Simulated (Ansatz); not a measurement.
# GaC (quartet): B2PLYP, RPA-PBE over vertical spin and charge gaps, cc-pVDZ

How well do these functionals follow the top wave-function level for GaC (quartet) over vertical spin and charge gaps?

Computed with Ansatz 0.2.0, Gaussian basis. Level: cc-pVDZ, all electrons in the functionals, frozen cores in the correlation of double hybrids and RPA.

To be run: B2PLYP, RPA-PBE, at charge 0, quartet; charge 0, doublet; charge 0, sextet; charge 1, triplet; charge 1, quintet.

15 further runs of the same task are left out: 5 that didn't finish, 10 set aside as unsound or not needed. Runs told in other sessions of the task aren't counted.

### Step 1. What is computed

The geometry is a PBE0/def2-TZVP stationary point (not a proven minimum). No spin-orbit coupling is included. The filled d shell of Ga may be among the frozen orbitals whatever the setting's name suggests.

2 atoms, charge 0, spin multiplicity 4.

Atoms are counted from 1 here; the program's logs count them from 0.

Bond lengths: C1–Ga2 2.002 Å.

As a file:

```
C     0.0000    0.0000    0.0000
Ga    0.0000    0.0000    2.0016
```

No dispersion term is added.

The geometry shown and the zero of energy belong to the point charge 0, quartet. The yardstick, FCI, and other wave-function levels (R restricted, U unrestricted, valence and pair active spaces) come from earlier runs.

### Step 2. B2PLYP, charge 0, quartet

The input, in.yaml:

```yaml
crystal:
  periodic: [false, false, false]
  atoms:
    - {symbol: C, position_ang: [0.000000, 0.000000, 0.000000]}
    - {symbol: Ga, position_ang: [0.000000, 0.000000, 2.001600]}
basis:
  gaussian: {orbitals: cc-pVDZ}
magnetization: {spin_polarized: true, initial_magnetization: 3}
hamiltonian: {xc: {name: B2PLYP}}
correlation: {electrons: outside_noble_gas}
```

Command:

```sh
> ansatz run in.yaml --threads 1 --pin off --events-out ev --progress --plain --max-ram 2393MiB
```

Log:

```text
Functional definition: B2PLYP
  name "B2PLYP"
  cite "Grimme, J. Chem. Phys. 124, 034108 (2006) doi:10.1063/1.2148954"
  cite "Becke, Phys. Rev. A 38, 3098 (1988) doi:10.1103/PhysRevA.38.3098"
  cite "Lee, Yang & Parr, Phys. Rev. B 37, 785 (1988) doi:10.1103/PhysRevB.37.785"
  parameter a = 0.53
  parameter c = 0.27
  exchange = (1 - a)*b88_x + a*exact_x
  correlation = (1 - c)*lyp_c + c*(mp2_os + mp2_ss)
457 factors; integrals over basis functions are off by at most 5.1e-4 eV
mean field evaluation 1: about -53393.8069 eV, gradient 1.4e1 eV
mean field evaluation 2: about -53393.8467 eV, gradient 1.4e1 eV
mean field evaluation 4: about -53395.4415 eV, gradient 1.1e0 eV
mean field evaluation 8: about -53395.4931 eV, gradient 9.3e-2 eV
mean field evaluation 16: about -53395.4934 eV, gradient 4.2e-4 eV
mean field -53395.49338381 eV, -1962.2481890896 hartree, gradient 2.7e-6 eV, S^2 3.756522; 0 other end points of the search recorded, 0 dependent functions left out
15 core orbitals not correlated: weight in the atoms' cores, before any rotation towards them, 0.990 or more for the frozen orbitals, at most 0.008 for the correlated occupied ones
reference -53395.49348919 eV, -1962.2481929623 hartree; 5, 2 occupied and 21, 24 virtual orbitals, 457 factors
second order -3.85376427 eV of doubles, -0.00000000 eV of singles
Total energy: -53396.53400554 eV, -1962.2864312330 hartree
```

Run time: 1.6 s. Hardware: 1 thread of Arm Neoverse V1, shared host.

From the report: ⟨S²⟩ of the determinant 3.757 (pure quartet: 3.75).

### Step 3. B2PLYP, charge 0, doublet

Edit in.yaml of step 2 so:

```diff
@@ -7,3 +7,3 @@
   gaussian: {orbitals: cc-pVDZ}
-magnetization: {spin_polarized: true, initial_magnetization: 3}
+magnetization: {spin_polarized: true, initial_magnetization: 1}
 hamiltonian: {xc: {name: B2PLYP}}
```

Launched as before.

Log:

```text
Functional definition: B2PLYP
  name "B2PLYP"
  cite "Grimme, J. Chem. Phys. 124, 034108 (2006) doi:10.1063/1.2148954"
  cite "Becke, Phys. Rev. A 38, 3098 (1988) doi:10.1103/PhysRevA.38.3098"
  cite "Lee, Yang & Parr, Phys. Rev. B 37, 785 (1988) doi:10.1103/PhysRevB.37.785"
  parameter a = 0.53
  parameter c = 0.27
  exchange = (1 - a)*b88_x + a*exact_x
  correlation = (1 - c)*lyp_c + c*(mp2_os + mp2_ss)
457 factors; integrals over basis functions are off by at most 5.1e-4 eV
mean field evaluation 1: about -53390.1332 eV, gradient 2.0e1 eV
mean field evaluation 2: about -53390.1596 eV, gradient 2.0e1 eV
mean field evaluation 4: about -53393.4505 eV, gradient 1.7e0 eV
mean field evaluation 8: about -53393.5393 eV, gradient 4.1e-1 eV
mean field evaluation 16: about -53393.6172 eV, gradient 1.3e-1 eV
mean field evaluation 32: about -53394.8800 eV, gradient 9.2e-3 eV
mean field evaluation 64: about -53393.6247 eV, gradient 7.9e-4 eV
mean field evaluation 96: about -53393.6247 eV, gradient 4.0e-5 eV
mean field evaluation 128: about -53394.8777 eV, gradient 7.7e-2 eV
mean field evaluation 160: about -53394.8488 eV, gradient 1.1e0 eV
mean field evaluation 192: about -53394.8787 eV, gradient 9.8e-2 eV
mean field -53394.88002124 eV, -1962.2256484309 hartree, gradient 1.8e-8 eV, S^2 1.789964; 12 other end points of the search recorded, 0 dependent functions left out
15 core orbitals not correlated: weight in the atoms' cores, before any rotation towards them, 0.995 or more for the frozen orbitals, at most 0.005 for the correlated occupied ones
reference -53394.88012605 eV, -1962.2256522826 hartree; 4, 3 occupied and 22, 23 virtual orbitals, 457 factors
second order -3.73505083 eV of doubles, -0.00000000 eV of singles
Total energy: -53395.88858977 eV, -1962.2627126409 hartree
```

It took 17 s on 1 thread of Arm Neoverse V1, shared host.

From the report: ⟨S²⟩ of the determinant 1.790 (pure doublet: 0.75). The determinant of B2PLYP (⟨S²⟩ 1.79) is far from a pure spin state, so its energy mixes those of several spin states; that is harmless only where they are near-degenerate.

From charge 0, quartet: +0.645 eV.

### Step 4. B2PLYP, charge 0, sextet

Edit in.yaml of step 3 so:

```diff
@@ -7,3 +7,3 @@
   gaussian: {orbitals: cc-pVDZ}
-magnetization: {spin_polarized: true, initial_magnetization: 1}
+magnetization: {spin_polarized: true, initial_magnetization: 5}
 hamiltonian: {xc: {name: B2PLYP}}
```

The command is unchanged.

Log:

```text
Functional definition: B2PLYP
  name "B2PLYP"
  cite "Grimme, J. Chem. Phys. 124, 034108 (2006) doi:10.1063/1.2148954"
  cite "Becke, Phys. Rev. A 38, 3098 (1988) doi:10.1103/PhysRevA.38.3098"
  cite "Lee, Yang & Parr, Phys. Rev. B 37, 785 (1988) doi:10.1103/PhysRevB.37.785"
  parameter a = 0.53
  parameter c = 0.27
  exchange = (1 - a)*b88_x + a*exact_x
  correlation = (1 - c)*lyp_c + c*(mp2_os + mp2_ss)
457 factors; integrals over basis functions are off by at most 5.1e-4 eV
mean field evaluation 1: about -53390.3550 eV, gradient 1.0e1 eV
mean field evaluation 2: about -53390.4245 eV, gradient 1.0e1 eV
mean field evaluation 4: about -53391.3239 eV, gradient 9.7e-1 eV
mean field evaluation 8: about -53391.3451 eV, gradient 2.9e-2 eV
mean field evaluation 16: about -53391.3451 eV, gradient 4.1e-5 eV
mean field -53391.34510347 eV, -1962.0957425991 hartree, gradient 1.7e-6 eV, S^2 8.754826; 0 other end points of the search recorded, 0 dependent functions left out
15 core orbitals not correlated: weight in the atoms' cores, before any rotation towards them, 0.995 or more for the frozen orbitals, at most 0.006 for the correlated occupied ones
reference -53391.34521238 eV, -1962.0957466012 hartree; 6, 1 occupied and 20, 25 virtual orbitals, 457 factors
second order -2.71086881 eV of doubles, -0.00000000 eV of singles
Total energy: -53392.07714695 eV, -1962.1226447008 hartree
```

Run time: 1.7 s. Hardware: 1 thread of Arm Neoverse V1, shared host.

From the report: ⟨S²⟩ of the determinant 8.755 (pure sextet: 8.75).

From charge 0, quartet: +4.457 eV.

### Step 5. B2PLYP, charge 1, triplet

Edit in.yaml of step 4 so:

```diff
@@ -7,3 +7,4 @@
   gaussian: {orbitals: cc-pVDZ}
-magnetization: {spin_polarized: true, initial_magnetization: 5}
+total_charge: 1
+magnetization: {spin_polarized: true, initial_magnetization: 2}
 hamiltonian: {xc: {name: B2PLYP}}
```

The command is unchanged.

Log:

```text
Functional definition: B2PLYP
  name "B2PLYP"
  cite "Grimme, J. Chem. Phys. 124, 034108 (2006) doi:10.1063/1.2148954"
  cite "Becke, Phys. Rev. A 38, 3098 (1988) doi:10.1103/PhysRevA.38.3098"
  cite "Lee, Yang & Parr, Phys. Rev. B 37, 785 (1988) doi:10.1103/PhysRevB.37.785"
  parameter a = 0.53
  parameter c = 0.27
  exchange = (1 - a)*b88_x + a*exact_x
  correlation = (1 - c)*lyp_c + c*(mp2_os + mp2_ss)
457 factors; integrals over basis functions are off by at most 5.1e-4 eV
mean field evaluation 1: about -53378.8086 eV, gradient 3.0e1 eV
mean field evaluation 2: about -53378.8983 eV, gradient 3.0e1 eV
mean field evaluation 4: about -53386.5523 eV, gradient 2.8e0 eV
mean field evaluation 8: about -53386.8756 eV, gradient 5.0e-1 eV
mean field evaluation 16: about -53386.9228 eV, gradient 2.2e-2 eV
mean field evaluation 32: about -53386.4752 eV, gradient 4.0e0 eV
mean field evaluation 64: about -53383.9304 eV, gradient 1.7e1 eV
mean field evaluation 96: about -53386.8937 eV, gradient 1.1e0 eV
mean field -53386.92281218 eV, -1961.9332263917 hartree, gradient 7.0e-6 eV, S^2 2.219232; 9 other end points of the search recorded, 0 dependent functions left out
15 core orbitals not correlated: weight in the atoms' cores, before any rotation towards them, 0.993 or more for the frozen orbitals, at most 0.006 for the correlated occupied ones
reference -53386.92292383 eV, -1961.9332304947 hartree; 4, 2 occupied and 22, 24 virtual orbitals, 457 factors
second order -3.36733428 eV of doubles, -0.00000000 eV of singles
Total energy: -53387.83210409 eV, -1961.9666422528 hartree
```

Wall time 6.5 s (1 thread of Arm Neoverse V1, shared host).

From the report: ⟨S²⟩ of the determinant 2.219 (pure triplet: 2.00).

From charge 0, quartet: +8.702 eV.

### Step 6. B2PLYP, charge 1, quintet

Edit in.yaml of step 5 so:

```diff
@@ -8,3 +8,3 @@
 total_charge: 1
-magnetization: {spin_polarized: true, initial_magnetization: 2}
+magnetization: {spin_polarized: true, initial_magnetization: 4}
 hamiltonian: {xc: {name: B2PLYP}}
```

Same command.

Log:

```text
Functional definition: B2PLYP
  name "B2PLYP"
  cite "Grimme, J. Chem. Phys. 124, 034108 (2006) doi:10.1063/1.2148954"
  cite "Becke, Phys. Rev. A 38, 3098 (1988) doi:10.1103/PhysRevA.38.3098"
  cite "Lee, Yang & Parr, Phys. Rev. B 37, 785 (1988) doi:10.1103/PhysRevB.37.785"
  parameter a = 0.53
  parameter c = 0.27
  exchange = (1 - a)*b88_x + a*exact_x
  correlation = (1 - c)*lyp_c + c*(mp2_os + mp2_ss)
457 factors; integrals over basis functions are off by at most 5.1e-4 eV
mean field evaluation 1: about -53380.8566 eV, gradient 2.3e1 eV
mean field evaluation 2: about -53380.9853 eV, gradient 2.2e1 eV
mean field evaluation 4: about -53385.3015 eV, gradient 2.4e0 eV
mean field evaluation 8: about -53385.4209 eV, gradient 1.3e-1 eV
mean field evaluation 16: about -53385.4219 eV, gradient 1.9e-4 eV
mean field evaluation 32: about -53385.2017 eV, gradient 3.1e0 eV
mean field -53385.42186975 eV, -1961.8780677746 hartree, gradient 1.9e-6 eV, S^2 6.005324; 2 other end points of the search recorded, 0 dependent functions left out
15 core orbitals not correlated: weight in the atoms' cores, before any rotation towards them, 0.995 or more for the frozen orbitals, at most 0.004 for the correlated occupied ones
reference -53385.42198361 eV, -1961.8780719588 hartree; 5, 1 occupied and 21, 25 virtual orbitals, 457 factors
second order -2.76155851 eV of doubles, -0.00000000 eV of singles
Total energy: -53386.16760440 eV, -1961.9054730178 hartree
```

Wall time 2.1 s (1 thread of Arm Neoverse V1, shared host).

From the report: ⟨S²⟩ of the determinant 6.005 (pure quintet: 6.00).

From charge 0, quartet: +10.366 eV.

### Step 7. RPA-PBE, charge 0, quartet

The input, in.yaml:

```yaml
crystal:
  periodic: [false, false, false]
  atoms:
    - {symbol: C, position_ang: [0.000000, 0.000000, 0.000000]}
    - {symbol: Ga, position_ang: [0.000000, 0.000000, 2.001600]}
basis:
  gaussian: {orbitals: cc-pVDZ}
magnetization: {spin_polarized: true, initial_magnetization: 3}
hamiltonian: {xc: {name: PBE}}
correlation: {method: rpa, electrons: outside_noble_gas}
```

The command is unchanged.

Log:

```text
Functional definition: PBE
  name "PBE"
  cite "Perdew, Burke & Ernzerhof, Phys. Rev. Lett. 77, 3865 (1996) doi:10.1103/PhysRevLett.77.3865"
  parent pbe
  parameter kappa = 0.804
  parameter beta = 0.06672455060314922
  exchange = pbe_x(kappa = kappa, mu = beta*pi^2/3)
  correlation = pbe_c(beta = beta)
457 factors; integrals over basis functions are off by at most 5.1e-4 eV
mean field evaluation 1: about -53395.0528 eV, gradient 2.5e1 eV
mean field evaluation 2: about -53395.0520 eV, gradient 2.5e1 eV
mean field evaluation 4: about -53399.2923 eV, gradient 5.0e0 eV
mean field evaluation 8: about -53399.6301 eV, gradient 3.5e-2 eV
mean field evaluation 16: about -53399.6300 eV, gradient 1.1e-6 eV
mean field evaluation 32: about -53386.6329 eV, gradient 9.1e0 eV
mean field -53399.63001196 eV, -1962.4002073705 hartree, gradient 1.4e-6 eV, S^2 3.752705; 2 other end points of the search recorded, 0 dependent functions left out
15 core orbitals not correlated: weight in the atoms' cores, before any rotation towards them, 0.983 or more for the frozen orbitals, at most 0.015 for the correlated occupied ones
reference -53359.46707963 eV, -1960.9242468306 hartree; 5, 2 occupied and 21, 24 virtual orbitals, 457 factors
Total energy: -53365.95447130 eV, -1961.1626540773 hartree
```

It took 1.6 s on 1 thread of Arm Neoverse V1, shared host.

From the report: ⟨S²⟩ of the determinant 3.753 (pure quartet: 3.75).

### Step 8. RPA-PBE, charge 0, doublet

Edit in.yaml of step 7 so:

```diff
@@ -7,3 +7,3 @@
   gaussian: {orbitals: cc-pVDZ}
-magnetization: {spin_polarized: true, initial_magnetization: 3}
+magnetization: {spin_polarized: true, initial_magnetization: 1}
 hamiltonian: {xc: {name: PBE}}
```

The command is unchanged.

Log:

```text
Functional definition: PBE
  name "PBE"
  cite "Perdew, Burke & Ernzerhof, Phys. Rev. Lett. 77, 3865 (1996) doi:10.1103/PhysRevLett.77.3865"
  parent pbe
  parameter kappa = 0.804
  parameter beta = 0.06672455060314922
  exchange = pbe_x(kappa = kappa, mu = beta*pi^2/3)
  correlation = pbe_c(beta = beta)
457 factors; integrals over basis functions are off by at most 5.1e-4 eV
mean field evaluation 1: about -53385.9087 eV, gradient 4.1e1 eV
mean field evaluation 2: about -53385.9075 eV, gradient 4.1e1 eV
mean field evaluation 4: about -53392.0931 eV, gradient 2.6e1 eV
mean field evaluation 8: about -53397.0199 eV, gradient 1.2e1 eV
mean field evaluation 16: about -53399.0157 eV, gradient 8.2e-1 eV
mean field evaluation 32: about -53393.2412 eV, gradient 2.4e1 eV
mean field evaluation 64: about -53397.4415 eV, gradient 7.9e0 eV
mean field evaluation 96: about -53397.7796 eV, gradient 8.3e-6 eV
mean field evaluation 128: about -53398.1843 eV, gradient 1.1e0 eV
mean field evaluation 160: about -53397.4415 eV, gradient 7.9e0 eV
mean field evaluation 192: about -53399.1092 eV, gradient 4.5e-2 eV
mean field evaluation 224: about -53399.0731 eV, gradient 1.7e-1 eV
mean field evaluation 256: about -53391.1071 eV, gradient 6.2e0 eV
mean field -53399.11060664 eV, -1962.3811195769 hartree, gradient 6.5e-7 eV, S^2 1.761342; 15 other end points of the search recorded, 0 dependent functions left out
15 core orbitals not correlated: weight in the atoms' cores, before any rotation towards them, 0.988 or more for the frozen orbitals, at most 0.010 for the correlated occupied ones
reference -53358.61337482 eV, -1960.8928737576 hartree; 4, 3 occupied and 22, 23 virtual orbitals, 457 factors
Total energy: -53365.35015294 eV, -1961.1404457869 hartree
```

Run time: 16 s. Hardware: 1 thread of Arm Neoverse V1, shared host.

From the report: ⟨S²⟩ of the determinant 1.761 (pure doublet: 0.75). The determinant of RPA-PBE (⟨S²⟩ 1.76) is far from a pure spin state, so its energy mixes those of several spin states; that is harmless only where they are near-degenerate.

From charge 0, quartet: +0.604 eV.

### Step 9. RPA-PBE, charge 0, sextet

Edit in.yaml of step 8 so:

```diff
@@ -7,3 +7,3 @@
   gaussian: {orbitals: cc-pVDZ}
-magnetization: {spin_polarized: true, initial_magnetization: 1}
+magnetization: {spin_polarized: true, initial_magnetization: 5}
 hamiltonian: {xc: {name: PBE}}
```

Launched as before.

Log:

```text
Functional definition: PBE
  name "PBE"
  cite "Perdew, Burke & Ernzerhof, Phys. Rev. Lett. 77, 3865 (1996) doi:10.1103/PhysRevLett.77.3865"
  parent pbe
  parameter kappa = 0.804
  parameter beta = 0.06672455060314922
  exchange = pbe_x(kappa = kappa, mu = beta*pi^2/3)
  correlation = pbe_c(beta = beta)
457 factors; integrals over basis functions are off by at most 5.1e-4 eV
mean field evaluation 1: about -53392.8904 eV, gradient 1.7e1 eV
mean field evaluation 2: about -53392.8895 eV, gradient 1.7e1 eV
mean field evaluation 4: about -53394.8683 eV, gradient 2.4e0 eV
mean field evaluation 8: about -53394.9460 eV, gradient 1.3e-1 eV
mean field evaluation 16: about -53394.9462 eV, gradient 8.3e-6 eV
mean field evaluation 32: about -53378.4666 eV, gradient 1.5e1 eV
mean field -53394.94623135 eV, -1962.2280816076 hartree, gradient 8.2e-7 eV, S^2 8.752510; 2 other end points of the search recorded, 0 dependent functions left out
15 core orbitals not correlated: weight in the atoms' cores, before any rotation towards them, 0.990 or more for the frozen orbitals, at most 0.012 for the correlated occupied ones
reference -53356.85214185 eV, -1960.8281496396 hartree; 6, 1 occupied and 20, 25 virtual orbitals, 457 factors
Total energy: -53361.80599809 eV, -1961.0102004985 hartree
```

It took 1.7 s on 1 thread of Arm Neoverse V1, shared host.

From the report: ⟨S²⟩ of the determinant 8.753 (pure sextet: 8.75).

From charge 0, quartet: +4.148 eV.

### Step 10. RPA-PBE, charge 1, triplet

Edit in.yaml of step 9 so:

```diff
@@ -7,3 +7,4 @@
   gaussian: {orbitals: cc-pVDZ}
-magnetization: {spin_polarized: true, initial_magnetization: 5}
+total_charge: 1
+magnetization: {spin_polarized: true, initial_magnetization: 2}
 hamiltonian: {xc: {name: PBE}}
```

The command is unchanged.

Log:

```text
Functional definition: PBE
  name "PBE"
  cite "Perdew, Burke & Ernzerhof, Phys. Rev. Lett. 77, 3865 (1996) doi:10.1103/PhysRevLett.77.3865"
  parent pbe
  parameter kappa = 0.804
  parameter beta = 0.06672455060314922
  exchange = pbe_x(kappa = kappa, mu = beta*pi^2/3)
  correlation = pbe_c(beta = beta)
457 factors; integrals over basis functions are off by at most 5.1e-4 eV
mean field evaluation 1: about -53369.9555 eV, gradient 4.8e1 eV
mean field evaluation 2: about -53369.9535 eV, gradient 4.8e1 eV
mean field evaluation 4: about -53383.9011 eV, gradient 2.6e1 eV
mean field evaluation 8: about -53390.8469 eV, gradient 4.2e-1 eV
mean field evaluation 16: about -53390.8488 eV, gradient 2.1e-4 eV
mean field evaluation 32: about -53390.5861 eV, gradient 1.4e0 eV
mean field evaluation 64: about -53357.7719 eV, gradient 1.7e1 eV
mean field -53390.84878012 eV, -1962.0775030522 hartree, gradient 3.2e-6 eV, S^2 2.048896; 7 other end points of the search recorded, 0 dependent functions left out
15 core orbitals not correlated: weight in the atoms' cores, before any rotation towards them, 0.987 or more for the frozen orbitals, at most 0.012 for the correlated occupied ones
reference -53351.12098504 eV, -1960.6175335115 hartree; 4, 2 occupied and 22, 24 virtual orbitals, 457 factors
Total energy: -53357.39519908 eV, -1960.8481066249 hartree
```

It took 3.6 s on 1 thread of Arm Neoverse V1, shared host.

From the report: ⟨S²⟩ of the determinant 2.049 (pure triplet: 2.00).

From charge 0, quartet: +8.559 eV.

### Step 11. RPA-PBE, charge 1, quintet

Edit in.yaml of step 10 so:

```diff
@@ -8,3 +8,3 @@
 total_charge: 1
-magnetization: {spin_polarized: true, initial_magnetization: 2}
+magnetization: {spin_polarized: true, initial_magnetization: 4}
 hamiltonian: {xc: {name: PBE}}
```

The command is unchanged.

Log:

```text
Functional definition: PBE
  name "PBE"
  cite "Perdew, Burke & Ernzerhof, Phys. Rev. Lett. 77, 3865 (1996) doi:10.1103/PhysRevLett.77.3865"
  parent pbe
  parameter kappa = 0.804
  parameter beta = 0.06672455060314922
  exchange = pbe_x(kappa = kappa, mu = beta*pi^2/3)
  correlation = pbe_c(beta = beta)
457 factors; integrals over basis functions are off by at most 5.1e-4 eV
mean field evaluation 1: about -53380.6635 eV, gradient 3.1e1 eV
mean field evaluation 2: about -53380.6620 eV, gradient 3.1e1 eV
mean field evaluation 4: about -53387.8564 eV, gradient 1.0e1 eV
mean field evaluation 8: about -53388.9680 eV, gradient 4.1e-2 eV
mean field evaluation 16: about -53388.9674 eV, gradient 1.7e-5 eV
mean field evaluation 32: about -53373.3248 eV, gradient 6.7e0 eV
mean field -53388.96740304 eV, -1962.0083637200 hartree, gradient 6.6e-7 eV, S^2 6.002242; 0 other end points of the search recorded, 0 dependent functions left out
15 core orbitals not correlated: weight in the atoms' cores, before any rotation towards them, 0.990 or more for the frozen orbitals, at most 0.008 for the correlated occupied ones
reference -53350.87154156 eV, -1960.6083666326 hartree; 5, 1 occupied and 21, 25 virtual orbitals, 457 factors
Total energy: -53355.69741203 eV, -1960.7857141016 hartree
```

Run time: 1.5 s. Hardware: 1 thread of Arm Neoverse V1, shared host.

From the report: ⟨S²⟩ of the determinant 6.002 (pure quintet: 6.00).

From charge 0, quartet: +10.257 eV.

### Step 12. Against the wave-function levels

The yardstick is full CI for this spin, exact in this basis with these frozen cores. It comes from earlier runs at the same points. Energies in eV, counted from charge 0, quartet; blanks weren't run or aren't comparable.

```csv
level,quartet to doublet,quartet to sextet,ionisation to the triplet cation,ionisation to the quintet cation
FCI,1.245,4.048,8.498,9.975
B2PLYP,,4.457,8.702,10.366
RPA-PBE,,4.148,8.559,10.257
```

Largest miss and mean time a point (FCI took 2.7 min a point; shared hosts):

```csv
level,largest miss (eV),where,time a point
B2PLYP,+0.409,quartet to sextet,5.8 s
RPA-PBE,+0.282,ionisation to the quintet cation,4.9 s
```

### Step 13. What came out

| quantity | value |
| --- | --- |
| quartet to doublet, FCI | 1.245 eV |
| quartet to sextet, FCI | 4.048 eV |
| ionisation to the triplet cation, FCI | 8.498 eV |
| ionisation to the quintet cation, FCI | 9.975 eV |
| largest miss, B2PLYP | +0.409 eV (quartet to sextet) |
| largest miss, RPA-PBE | +0.282 eV (ionisation to the quintet cation) |

What this shows: Of the functionals, RPA-PBE keep the smallest largest miss at the points compared (at most 0.282 eV) and B2PLYP strays most (0.409 eV, at quartet to sextet). B2PLYP, RPA-PBE clearly break the spin symmetry at some points (⟨S²⟩ up to 1.04 above the pure value), so energy there is bought with a mixed spin. Functionals and the yardstick converge differently with the basis, so part of each miss in cc-pVDZ is the basis.
